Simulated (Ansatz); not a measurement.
# VInO3: from the start to rest

Aim: in VInO3, a known structure type filled with other elements, at an estimated volume, relax cell and atoms, then read levels, charges and fields where it ends.

Computed, not measured: Ansatz 0.2.0, DFT, r2SCAN, no spin polarisation, plane waves, PAW.

### 1 The structure

The structure is cubic, space group Pm-3m (No. 221). The conventional cell has a = 3.688 Å, b = 3.688 Å, c = 3.688 Å, α = 90.00°, β = 90.00°, γ = 90.00°. Around In (site symmetry m-3m) lie 12 O at 2.61 Å. V (site symmetry m-3m) has 6 O at 1.84 Å as nearest neighbours. O (site symmetry 4/mmm) is surrounded by 2 V at 1.84 Å and 4 In at 2.61 Å.

Its coordinates follow in the input file.

The first density is read from a saved solution for the starting cell.

### 2 The walk to rest

Input file input.yaml:

```yaml
crystal:
  lattice:
    - [3.687794, 0.0, 0.0]
    - [0.0, 3.687794, 0.0]
    - [0.0, 0.0, 3.687794]
  atoms:
    - { symbol: In, position: [0.5, 0.5, 0.5] }
    - { symbol: V, position: [0.0, 0.0, 0.0] }
    - { symbol: O, position: [0.5, 0.0, 0.0] }
    - { symbol: O, position: [0.0, 0.5, 0.0] }
    - { symbol: O, position: [0.0, 0.0, 0.5] }
  symmetry: { tolerance: 0.0003 }
kpoints:
  mp_grid: { grid: [9, 9, 9], shift: [0, 0, 0] }
magnetization:
  spin_polarized: false
scf:
  occupations: { method: fermi_dirac }
  lower_state_search: "off"
hamiltonian:
  pseudopotentials: { kind: paw }
  xc: r2scan
basis:
  ecutwfc: 500
  fft_grid_basis: typed
relax:
  max_steps: 40
  cell: { p_target: 0.0 }
  f_tol: 0.03
output:
  forces: true
  stress: true
  eigenvalues: true
  bader: true
  populations: true
  elf: true
  write_potential: true
  volumetric_format: npy
  dos:
    e_range: [-12, 8]
    de: 0.05
    projected: { site_lists: { In: [In], O: [O], V: [V] } }
  write_density: true
checkpoint:
  read: saved_state
```

Command:

```
ansatz run input.yaml --threads 2 --pin off --max-ram 3584MiB --backend cpu --events-out ev --progress --plain --runs-dir out
```

What it wrote (excerpt; [...] marks lines left out):

```text
Warning: RAYON_NUM_THREADS=2 ignored (pool sized by the plan → 2); use --threads N
[...]
Pseudopotentials: kind: paw
Pseudopotential: In, paw, valence charge 13, recommended cutoff 500 eV (meta_gga), In.paw.azcp
Pseudopotential: V, paw, valence charge 13, recommended cutoff 500 eV (meta_gga), V.paw.azcp
Pseudopotential: O, paw, valence charge 6, recommended cutoff 500 eV (meta_gga), O.paw.azcp
Functional definition: r2SCAN
[...]
Crystal: 5 atoms, lattice volume = 50.153 Å³
Basis set: ecut = 500 eV, 1309 PW (Γ), exchange–correlation on 108×108×108 points (64 copies of the dense FFT grid, shifted against one another)
Bands: 27, of which v1, the nominal top of the filled ones, is band 22 counted from 1 (21 counted from 0)
Symmetry: 48 space group operations
Space group: Pm-3m (ITA 221), of the structure as read, at distance tolerance 1.1e-3 Å
k-points: 35 of 729
[...]
SCF iter   1: F=-10235.906819 eV  HF=-10235.897486 eV  |F-HF|=9.33e-3  |Δ(HF+E_count)|=         —  Δρ=1.88e-3  dr2=1.92e-3  dr2_τ=7.68e-3  ethr=4.38e-6  ⟨swp⟩=2.0  Hψ=5551  notcnv=0
[...]
relax step   1: F+E_penalty+E_count = -10235.90870203 eV  Δ(F+E_penalty+E_count) = +0.000e0 eV  max|allowed force component| = 3.492e-29 eV/Å  Δτ_max = 0.0000 Å  P = +24.608 GPa  Ω = 50.153 Å³  (7 SCF iters, dr2 threshold 1.00e-7 eV, accepted)
[...]
relax step   2: F+E_penalty+E_count = -10236.24507786 eV  Δ(F+E_penalty+E_count) = -3.364e-1 eV  max|allowed force component| = 2.393e-29 eV/Å  Δτ_max = 0.0000 Å  P = +5.428 GPa  Ω = 53.918 Å³  energy of the carried Pulay correction = -2.599e-3 eV  (9 SCF iters, dr2 threshold 5.00e-7 eV, accepted)
[...]
relax step   3: F+E_penalty+E_count = -10236.26661836 eV  Δ(F+E_penalty+E_count) = -2.154e-2 eV  max|allowed force component| = 6.295e-29 eV/Å  Δτ_max = 0.0000 Å  P = +0.774 GPa  Ω = 55.088 Å³  energy of the carried Pulay correction = -3.369e-3 eV  (9 SCF iters, dr2 threshold 5.00e-7 eV, accepted)
[...]
SCF iter   1: F=-10236.266910 eV  HF=-10236.266498 eV  |F-HF|=4.12e-4  |Δ(HF+E_count)|=         —  Δρ=4.46e-4  dr2=1.45e-4  dr2_τ=5.19e-4  ethr=3.37e-7  ⟨swp⟩=2.0  Hψ=4713  notcnv=0
```

### 3 The output, continued: semilocal partner

Output, continued (excerpt; [...] marks lines left out):

```text
[...]
SCF iter   2: F=-10236.266961 eV  HF=-10236.267002 eV  |F-HF|=4.11e-5  |Δ(HF+E_count)|=   5.04e-4  Δρ=3.06e-4  dr2=6.01e-5  dr2_τ=1.53e-6  ethr=3.30e-7  ⟨swp⟩=2.0  Hψ=1713  notcnv=0
[...]
relax step   4: F+E_penalty+E_count = -10236.26698827 eV  Δ(F+E_penalty+E_count) = -3.699e-4 eV  max|allowed force component| = 3.321e-29 eV/Å  Δτ_max = 0.0000 Å  P = +0.033 GPa  Ω = 55.287 Å³  energy of the carried Pulay correction = -3.499e-3 eV  (7 SCF iters, dr2 threshold 5.00e-7 eV, accepted)
[...]
relax step   5: F+E_penalty+E_count = -10236.27020155 eV  Δ(F+E_penalty+E_count) = -3.213e-3 eV  max|allowed force component| = 4.418e-29 eV/Å  Δτ_max = 0.0000 Å  P = +0.031 GPa  Ω = 55.287 Å³  stress off target by 3.09e-2 GPa  SCF on the basis re-selected at this cell (its energy is not [...]
SCF converged after 8 iterations
Free energy (F): -10236.270202 eV
[...]
    - [0.0, 0.0, 3.809554996868544]
  atoms:
    - { symbol: In, position: [0.49999999999999994, 0.49999999999999994, 0.49999999999999994] }
    - { symbol: V, position: [3.481629657928256e-35, -1.1097694534511416e-35, -5.222444486817417e-36] }
    - { symbol: O, position: [0.49999999999999994, 7.398463022969573e-36, -8.704074145028833e-37] }
    - { symbol: O, position: [3.481629657908168e-35, 0.49999999999999994, -8.704074145009053e-37] }
    - { symbol: O, position: [3.046425950672757e-35, 7.398463022984418e-36, 0.49999999999999994] }
--- Löwdin populations: 5 sites ---
  site symbol       q [e]
     0     In     12.2551
     1      V     11.5851
     2      O      6.6757
     3      O      6.6757
     4      O      6.6757
  spilling = 0.003019 (of n_electrons = 44.000000)
--- Bader charges: 5 sites ---
  site symbol  charge [e]  shift [e]
     0     In      1.3694     0.0000
     1      V      2.2045     0.0035
     2      O     -1.1913     0.0012
     3      O     -1.1913     0.0012
     4      O     -1.1913     0.0012
  estimated error of the sums over rays = 2.3e-4 e
```

Run time: 61 s. Hardware: 2 threads of Intel Xeon Platinum 8259CL at 2.50GHz (Skylake/Cascade Lake), shared host; peak memory 0.67 GiB.

Relaxation path:

```csv
step,energy from step 1 (eV/cell),largest force component (eV/Å),pressure (GPa),volume (Å³)
1,0.0000,0.0000,24.61,50.15
2,-0.3364,0.0000,5.43,53.92
3,-0.3579,0.0000,0.77,55.09
4,-0.3583,0.0000,0.03,55.29
5,-0.3615,0.0000,0.03,55.29
```

Step 1 is the start. Step 5 repeats the geometry before on a plane-wave basis chosen anew for that cell, so the energy can jump there without any move; the table keeps such jumps.

| input's cell | before | after | change |
| --- | --- | --- | --- |
| a (Å) | 3.688 | 3.810 | +3.3 % |
| b (Å) | 3.688 | 3.810 | +3.3 % |
| c (Å) | 3.688 | 3.810 | +3.3 % |
| volume (Å³/atom) | 10.03 | 11.06 | +10.2 % |

### 4 States by energy

States per cell by energy window, from dos.tsv and pdos.tsv (tetrahedra; eV from the Fermi level):

| from | to | total | In s | O p | V d |
| --- | --- | --- | --- | --- | --- |
| -8.0 | -7.0 | 2.43 | 0.33 | 1.56 | 0.38 |
| -7.0 | -6.0 | 3.78 | 0.09 | 2.62 | 0.77 |
| -6.0 | -5.0 | 3.39 | 0.03 | 2.64 | 0.43 |
| -5.0 | -4.0 | 2.44 | 0.04 | 1.95 | 0.27 |
| -4.0 | -3.0 | 3.83 | 0.02 | 3.41 | 0.23 |
| -3.0 | -2.0 | 2.12 | 0.01 | 2.05 | 0.02 |
| -2.0 | -1.0 | 0.23 | 0.15 | 0.04 | 0.02 |
| -1.0 | 0.0 | 1.69 | 0.60 | 0.19 | 0.82 |
| 0.0 | 1.0 | 2.87 | 0.36 | 0.54 | 1.90 |

The bands computed are complete only to about 1.6 eV above the Fermi level.

### 5 Charges

By element, from the tables in the log (a charge is positive for electrons lost): Löwdin charges also hold the electrons that the projection spills.

```
element  atoms  Bader charge (e)  Bader volume (Å³)  Löwdin charge (e)
     In      1             +1.37               15.6              +0.75
      V      1             +2.20                6.5              +1.42
      O      3             -1.19               11.1              -0.68
```

The Löwdin projection spills 0.3 % of the electrons and depends on the orbitals chosen; where it disagrees with Bader's partition, neither is an observable.

### 6 Maps of the fields

Maps in the plane spanned by a and c at height 0.000 along b (axes of the input's cell), one cell: a runs left to right (12 points from zero), c bottom to top (12 points), 90° apart. Near the nuclei they are pseudo-fields.

Valence density. Ten steps from '0' (0.05 e/Å³) to '9' (16.50 e/Å³), finer at the low end (step k begins (100^(k/10) - 1)/99 of the way up):
```
985346764358
652224542225
332111211123
542100000124
764100000146
875200000257
764100000146
542100000124
332111211123
652224542225
985346764358
996357875369
```

ELF. Ten even steps from '0' (0.03) to '9' (0.81):
```
995199799159
651179997115
211025752011
997200100279
799500000599
279710001797
799500000599
997200100279
211025752011
651179997115
995199799159
796297279269
```

Atoms within 0.2 Å of the plane, in fractions of a and c: V at (0.00, 1.00), O at (0.50, 1.00), O at (0.00, 0.50).

At the density minimum on some short contacts:

```csv
contact,length (Å),minimum at (fraction),density (e/Å³),ELF
In1–O3,2.694,0.53,0.179,0.12
```

```
fraction  In1–O3
     0.2    4.28
     0.3    1.21
     0.4    0.34
     0.5    0.18
     0.6   0.256
     0.7   0.714
     0.8    2.54
```

(Smooth valence density in e/Å³ at fractions of each contact.)

### 7 Results

```
                                                 quantity                                                                      value
                                                    moves                                                                          3
                                            energy gained                                                              71.7 meV/atom
                                             largest move                                                                     0.00 Å
                     space group (0.01 Å), before / after                                                              Pm-3m / Pm-3m
                                                     cell  a = 3.810 Å, b = 3.810 Å, c = 3.810 Å, α = 90.00°, β = 90.00°, γ = 90.00°
                                                   volume                                                    11.06 Å³/atom (+10.2 %)
                                      pressure at the end                                                                   0.03 GPa
           formation energy (elements from separate runs)                                                              -1.88 eV/atom
                                                character                                                                      metal
density of states, mean within 0.25 eV of the Fermi level                                                        2.8 per eV per cell
                                            Bader charges                                               In +1.37, V +2.20, O -1.19 e
```

**Reading.** The volume grew by 10.2 %, and the atoms end where they began within the cell; the energy fell by 71.7 meV per atom. The run held to 48 symmetry operations, so a lower structure without them is not ruled out. Bands cross the Fermi level: a metal; within 0.25 eV of the Fermi level the density of states averages 2.8 per eV per cell, mostly V d (57 %), In s (25 %) and O p (15 %). For an open-shell oxide or halide, a metal at this level may be the functional's error. V loses most charge (+2.20 e on average) and O gains most (-1.19 e). Set against separate runs on the elements (In body-centred tetragonal, V bcc, O2 molecule), it forms at -1.88 eV per atom, which says nothing yet of rival compounds.

Caveats: a 3d oxide or halide that comes out metallic without a U or exact exchange, which may be an insulator in nature; no spin polarisation, so a magnetic state may lie lower.
